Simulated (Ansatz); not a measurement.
**BiBr₃: one species, many methods**

The task here is to estimate one member of a computed series from the others.

The runs use Ansatz 0.2.0, Gaussian basis; functionals in def2-TZVPP, the program's frozen cores in correlated methods.

Plan: LDA (SPW92), PBE-D4, revPBE-D4, BLYP-D4, r2SCAN-D4, B97M-V, PBE0-D4, B3LYP-D4, r2SCANh-D4, r2SCAN0-D4, HSE06-D4, BHLYP-D4, CAM-B3LYP-D4, LC-ωPBE, ωB97X-V, ωB97M-V, B2PLYP, PBE-QIDH; CCSD(T)/def2-SVP; CCSD(T)/def2-TZVPP; MP2/def2-QZVPP; extrapolation to the limit; RPA on PBE.

**Structure used throughout**

All runs share one geometry, relaxed beforehand with PBE0-D4 in a triple-zeta def2 set. Bi takes the def2 core potential; no spin-orbit term is included.

SMILES `[Br][Bi]([Br])[Br]`, 4 atoms, charge 0, spin multiplicity 1.

Atoms are counted from 1 here; the program's logs count them from 0.

Bond lengths: Br1–Bi2 2.582 Å, Bi2–Br3 2.582 Å, Bi2–Br4 2.582 Å. Angles: Br1–Bi2–Br3 98.9°, Br1–Bi2–Br4 98.9°, Br3–Bi2–Br4 98.9°.

The first run:

in.yaml

```yaml
crystal:
  periodic: [false, false, false]
  atoms:
    - {symbol: Br, position_ang: [0.309492, 0.707060, 2.152363]}
    - {symbol: Bi, position_ang: [-0.855725, -0.346750, 0.103315]}
    - {symbol: Br, position_ang: [1.036881, -1.926708, -0.663916]}
    - {symbol: Br, position_ang: [-0.490648, 1.566408, -1.591772]}
basis:
  gaussian: {orbitals: def2-TZVPP}
hamiltonian: {xc: lda}
output: {orbitals: {seedname: orbitals}}
```

On the command line:

```sh
> ansatz run in.yaml --threads 2 --pin off --events-out ev --progress --plain --max-ram 22528MiB --backend cpu
```

Among the steps run: LDA; PBE-D4 (GGA); revPBE-D4 (GGA); BLYP-D4 (GGA); r2SCAN-D4 (meta-GGA); B97M-V (meta-GGA); PBE0-D4 (hybrid); B3LYP-D4 (hybrid); r2SCANh-D4 (hybrid); r2SCAN0-D4 (hybrid); HSE06-D4 (hybrid); BHLYP-D4 (hybrid); CAM-B3LYP-D4 (range-separated); LC-ωPBE (range-separated); ωB97X-V (range-separated); ωB97M-V (range-separated); B2PLYP (double hybrid); PBE-QIDH (double hybrid).

One table of the session follows, with a row left open; its other results are not shown here.

It belongs to the step «Orbital energies across the functionals». 

| functional | HOMO (eV) | LUMO (eV) | gap (eV) |
| --- | --- | --- | --- |
| LDA (SPW92) | -7.31 | -3.54 | 3.78 |
| PBE-D4 | -7.13 | -3.26 | 3.87 |
| revPBE-D4 | -7.07 | -3.17 | 3.90 |
| BLYP-D4 | ? | ? | ? |
| r2SCAN-D4 | -7.48 | -3.14 | 4.34 |
| B97M-V | -7.46 | -3.03 | 4.44 |
| PBE0-D4 | -8.28 | -2.60 | 5.68 |
| B3LYP-D4 | -8.05 | -2.81 | 5.24 |
| r2SCANh-D4 | -7.90 | -2.90 | 5.00 |
| r2SCAN0-D4 | -8.50 | -2.53 | 5.97 |
| HSE06-D4 | -7.90 | -2.96 | 4.94 |
| BHLYP-D4 | -9.21 | -1.84 | 7.37 |
| CAM-B3LYP-D4 | -9.46 | -1.72 | 7.74 |
| LC-ωPBE | -10.69 | -0.68 | 10.00 |
| ωB97X-V | -10.39 | -0.76 | 9.62 |
| ωB97M-V | -10.26 | -0.85 | 9.40 |

Estimate the missing values for BLYP-D4.

Worked estimate for «HOMO (eV)». Against the share of exact exchange, B3LYP-D4 (0.2, -8.05), BHLYP-D4 (0.5, -9.21) give a slope of -3.87 per unit share; at 0 the line stands at -7.28.

**Answer.** HOMO (eV): -6.94; LUMO (eV): -3.16; gap (eV): 3.78. In «HOMO (eV)» the line misses by -0.34.
